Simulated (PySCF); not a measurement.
# AlH8NOSi: the cost of one run

Programs: PySCF 2.14.0, with density-fitted response routines of our own. Each step states its level of theory. These are calculated values for one molecule in the gas phase, unless marked as measured. Atoms are numbered from 0 throughout.

## (1) Starting geometry

12 atoms, charge 0, multiplicity 1; geometry from: GFN2-xTB. The atoms were then displaced at random by about 0.01 Å, so the start is not that level's minimum.

Bonds of the start (Å): N0–Al1 2.11, Al1–O2 1.71, O2–Si3 1.57, N0–H4 1.00, N0–H5 1.01, N0–H6 1.01, Al1–H7 1.56, Al1–H8 1.57, Si3–H9 1.47, Si3–H10 1.47, Si3–H11 1.49.

## (2) Relaxing the molecule at PBE0-D3(BJ)/def2-SVP

Job settings and geometry (Å):

```
{"job": {"xc": "PBE0", "basis": "def2-SVP", "d3": "d3bj", "grid": 1, "shake": 0.01, "kind": "geom"}, "charge": 0, "multiplicity": 1}
N      1.920810    -0.576860     0.235470
Al     0.682780     1.128100     0.183240
O     -0.829560     0.355700     0.018250
Si    -2.239570    -0.319370    -0.128380
H      2.890090    -0.365990     0.315480
H      1.749110    -1.091520    -0.617740
H      1.609770    -1.113580     1.026460
H      1.250310     1.834670    -1.091580
H      1.011880     1.709110     1.609490
H     -2.046660    -1.765310    -0.301970
H     -2.943620     0.254770    -1.284590
H     -3.015660    -0.077990     1.115080
```

Run with:

```console
OMP_NUM_THREADS=1 python probes_run.py task.json out
```

The driver reads the jobs from task.json and runs them one after another.

**Question.** How long does this first job take on 1 thread of Arm Neoverse V1, shared host, and how much memory does it need?

About 43 s, with a peak of 0.42 GiB.
